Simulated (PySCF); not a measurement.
# GaGeH5O: NMR shifts and spin-spin couplings

Wanted: the NMR shifts and spin-spin couplings of GaGeH5O (`[GaH2][O][GeH3]`), by calculation.

Computed with PySCF 2.14.0, with density-fitted response routines of our own, on a single molecule in the gas phase. Atoms count from 0, in the outputs and in this text.

### Step 1. Starting geometry

8 atoms, charge 0, multiplicity 1; geometry from: GFN2-xTB.

Bonds of the start (Å): Ga0–O1 1.73, O1–Ge2 1.75, Ga0–H3 1.55, Ga0–H4 1.55, Ge2–H5 1.50, Ge2–H6 1.50, Ge2–H7 1.50.

### Step 2. Nuclear shieldings: PBE0/pcSseg-1

Job settings and geometry (Å):

```
{"job": {"kind": "nmr", "xc": "PBE0", "basis": "pcSseg-1"}, "charge": 0, "multiplicity": 1}
Ga     1.937137    -0.121611    -0.059273
O      0.216511     0.003319    -0.008496
Ge    -1.534641     0.099393     0.040838
H      2.742680     1.147371     0.308847
H      2.541376    -1.487577    -0.465826
H     -2.031921    -0.392325    -1.288114
H     -1.982418    -0.780567     1.172099
H     -1.879666     1.541409     0.275360
```

Method: GIAO PBE0/pcSseg-1 NMR shielding, non-relativistic, gas phase.

The log of the run:

```text
coarse grid: 32376 points
cycle   1  E = -4078.8382718187  dE = -1.031e+00  |g| = 1.525e+00  |ddm| = 2.827e+00
cycle   2  E = -4078.0048045170  dE =  8.335e-01  |g| = 2.492e+00  |ddm| = 2.250e+00
cycle   3  E = -4079.0045660021  dE = -9.998e-01  |g| = 6.010e-01  |ddm| = 1.959e+00
cycle   4  E = -4079.0682110311  dE = -6.365e-02  |g| = 1.025e-01  |ddm| = 3.981e-01
cycle   5  E = -4079.0690759414  dE = -8.649e-04  |g| = 2.777e-02  |ddm| = 7.139e-02
cycle   6  E = -4079.0691582968  dE = -8.236e-05  |g| = 1.129e-02  |ddm| = 2.165e-02
cycle   7  E = -4079.0691687457  dE = -1.045e-05  |g| = 1.103e-03  |ddm| = 4.738e-03
cycle   8  E = -4079.0691690511  dE = -3.053e-07  |g| = 2.707e-04  |ddm| = 1.461e-03
final grid: 64400 points
cycle   9  E = -4079.0691615405  dE = -4.156e-09  |g| = 3.426e-04  |ddm| = 5.574e-04
cycle  10  E = -4079.0691615236  dE =  1.698e-08  |g| = 4.864e-04  |ddm| = 5.385e-04
cycle  11  E = -4079.0691615553  dE = -3.171e-08  |g| = 8.652e-05  |ddm| = 3.194e-04
cycle  12  E = -4079.0691615565  dE = -1.187e-09  |g| = 1.062e-05  |ddm| = 5.449e-05
cycle  13  E = -4079.0691615565  dE = -3.274e-11  |g| = 1.297e-06  |ddm| = 8.722e-06
converged SCF energy = -4079.0691615565

GIAO shielding tensors (ppm)
atom      isotropic    diamagn.    paramagn.     s11        s22        s33       span
  0 Ga    1332.845    2639.535   -1306.690   1213.965   1243.303   1541.267    327.302
  1 O      260.576     408.652    -148.076    142.431    194.868    444.428    301.997
  2 Ge    1400.327    2754.949   -1354.623   1276.691   1290.616   1633.673    356.982
  3 H       26.044      28.012      -1.968     20.204     20.424     37.503     17.299
  4 H       26.022      28.005      -1.983     20.178     20.423     37.465     17.288
  5 H       26.342      28.268      -1.926     19.474     22.407     37.145     17.671
  6 H       26.369      28.282      -1.913     19.489     22.422     37.196     17.707
  7 H       26.288      28.255      -1.966     19.443     22.371     37.051     17.608
```

Run time: 10 s. Hardware: 1 thread, shared host.

Shifts follow as δ = σ(reference) − σ, with reference shieldings (ppm) from runs at the same level and on the same kind of geometry: ¹H TMS 31.72, ¹⁷O H2O 336.1, ⁷³Ge GeMe4 1331. The references are single molecules in the gas phase, so shifts against H2O, NH3, PH3, H3PO4 or CFCl3 are not on the usual liquid scales and can be off by tens of ppm. Atoms listed in one row are averaged.

| atoms | environment | σ (ppm) | δ (ppm) |
| --- | --- | --- | --- |
| H3, H4 | hydrogen on a Ga bonded to O | 26.03 | 5.68 |
| H5, H6, H7 | hydrogen on a germanium bonded to O | 26.33 | 5.38 |
| Ga0 | Ga bonded to O, 2 H | 1333 | – |
| O1 | oxygen bonded to Ga, Ge | 260.6 | 75.5 |
| Ge2 | germanium bonded to O, 3 H | 1400 | -69 |

The run also stored atomic charges by several schemes (e):

| atoms | Mulliken | IAO | Hirshfeld | ESP fit |
| --- | --- | --- | --- | --- |
| Ga0 | 0.73 | 0.71 | 0.48 | 0.84 |
| O1 | -0.95 | -0.82 | -0.40 | -0.53 |
| Ge2 | 0.60 | 0.76 | 0.39 | 0.42 |

Mayer bond orders: Ga0–O1 0.86, O1–Ge2 0.77.

### Step 3. Indirect couplings: B3LYP/pcSseg-1+pcJ-1

Same as in step 2 but for these lines:

```diff
@@ -1,2 +1,2 @@
-{"job": {"kind": "nmr", "xc": "PBE0", "basis": "pcSseg-1"}, "charge": 0, "multiplicity": 1}
+{"job": {"kind": "j", "xc": "B3LYP", "basis": "pcJ-1"}, "charge": 0, "multiplicity": 1}
 Ga     1.937137    -0.121611    -0.059273
```

Level: B3LYP/pcJ-1 Ga:pcSseg-1 Ge:pcSseg-1 indirect spin-spin coupling, non-relativistic, gas phase.

The log of the run:

```text
coarse grid: 32376 points
cycle   1  E = -4079.5291109448  dE = -9.853e-01  |g| = 1.654e+00  |ddm| = 2.709e+00
cycle   2  E = -4078.2226583097  dE =  1.306e+00  |g| = 2.950e+00  |ddm| = 2.705e+00
cycle   3  E = -4079.6913522521  dE = -1.469e+00  |g| = 7.814e-01  |ddm| = 2.465e+00
cycle   4  E = -4079.7974496020  dE = -1.061e-01  |g| = 1.204e-01  |ddm| = 4.949e-01
cycle   5  E = -4079.7988113101  dE = -1.362e-03  |g| = 4.139e-02  |ddm| = 1.059e-01
cycle   6  E = -4079.7990207300  dE = -2.094e-04  |g| = 1.693e-02  |ddm| = 3.457e-02
cycle   7  E = -4079.7990465023  dE = -2.577e-05  |g| = 1.927e-03  |ddm| = 7.373e-03
cycle   8  E = -4079.7990473267  dE = -8.244e-07  |g| = 4.395e-04  |ddm| = 2.220e-03
final grid: 64400 points
cycle   9  E = -4079.7990330201  dE =  2.693e-08  |g| = 6.809e-04  |ddm| = 9.321e-04
cycle  10  E = -4079.7990328379  dE =  1.822e-07  |g| = 1.245e-03  |ddm| = 1.271e-03
cycle  11  E = -4079.7990330908  dE = -2.530e-07  |g| = 1.830e-04  |ddm| = 8.211e-04
cycle  12  E = -4079.7990330953  dE = -4.462e-09  |g| = 1.736e-05  |ddm| = 1.077e-04
cycle  13  E = -4079.7990330953  dE = -6.003e-11  |g| = 1.353e-06  |ddm| = 1.518e-05
converged SCF energy = -4079.7990330953

Indirect spin-spin couplings (Hz)
  i      j    bonds     total        FC       PSO       DSO        SD
  1 O    3 H    2    -19.118   -19.874     0.341     0.427    -0.012
  1 O    4 H    2    -18.169   -18.935     0.342     0.436    -0.012
  1 O    5 H    2     -8.498    -8.671    -0.142     0.252     0.063
  1 O    6 H    2     -8.354    -8.521    -0.150     0.251     0.067
  1 O    7 H    2     -9.261    -9.442    -0.123     0.251     0.053
  3 H    4 H    2     90.487    95.442     1.524    -6.512     0.034
  3 H    5 H    4     -0.453     0.874     0.732    -2.059     0.000
  3 H    6 H    4     -0.664     0.509     0.661    -1.834     0.000
  3 H    7 H    4     -0.954    -0.718     0.222    -0.460     0.002
  4 H    5 H    4     -1.041    -0.560     0.335    -0.816     0.001
  4 H    6 H    4     -1.042    -0.406     0.408    -1.044     0.000
  5 H    6 H    2     21.045    24.808     1.370    -5.189     0.056
  5 H    7 H    2     23.514    27.284     1.373    -5.201     0.057
  6 H    7 H    2     22.841    26.613     1.373    -5.202     0.057
```

It took 29 s on 1 thread, shared host.

A choice of the couplings up to four bonds, sorted by the number of bonds, with means over like pairs; isotopes 1H, 17O:

| pair | bonds | J (Hz) | Fermi contact (Hz) |
| --- | --- | --- | --- |
| H3–H4 | 2 | 90.5 | 95.4 |
| H5–H6 | 2 | 22.5 | 26.2 |
| O1–H3 | 2 | -18.6 | -19.4 |
| O1–H5 | 2 | -8.7 | -8.9 |

The response was solved for the nuclei of H, O alone, so couplings that need other nuclei can be missing.

Quadrupole couplings from the field gradients of the same density:

| atom | isotope | eQq/h (MHz) | η |
| --- | --- | --- | --- |
| Ga0 | 69Ga | 140.9 | 0.35 |
| Ge2 | 73Ge | -79.2 | 0.02 |
| O1 | 17O | -7.897 | 0.50 |

Joined with the shifts from before (PBE0/pcSseg-1, unscaled), the couplings predict the line list below for 400 MHz. Couplings to quadrupolar nuclei are left out.

¹H NMR δ 5.68 (br, 2H), 5.38 (s, 3H).

### Step 4. Outcome

| quantity | value |
| --- | --- |
| ¹H shifts against TMS (PBE0/pcSseg-1, means over atoms taken as alike) | 5.68, 5.38 ppm |
| ¹⁷O shifts against H2O (PBE0/pcSseg-1) | 75.5 ppm |
| ⁷³Ge shifts against GeMe4 (PBE0/pcSseg-1) | -69 ppm |
| shieldings of Ga (PBE0/pcSseg-1) | Ga0 1332.8 ppm |
| largest coupling of the table (B3LYP/pcSseg-1+pcJ-1) | ²J(H,H) H3–H4, 90.5 Hz |

**Reading.** At PBE0/pcSseg-1: Shielding is most anisotropic at Ge2 (span 357 ppm, paramagnetic term -1355 ppm). Of the pairs tabulated at B3LYP/pcSseg-1+pcJ-1, H3–H4 couples most strongly (90.5 Hz; Fermi contact 95.4 Hz). Spin-orbit coupling is left out, which matters for shieldings and couplings at and beside the heavy atoms.
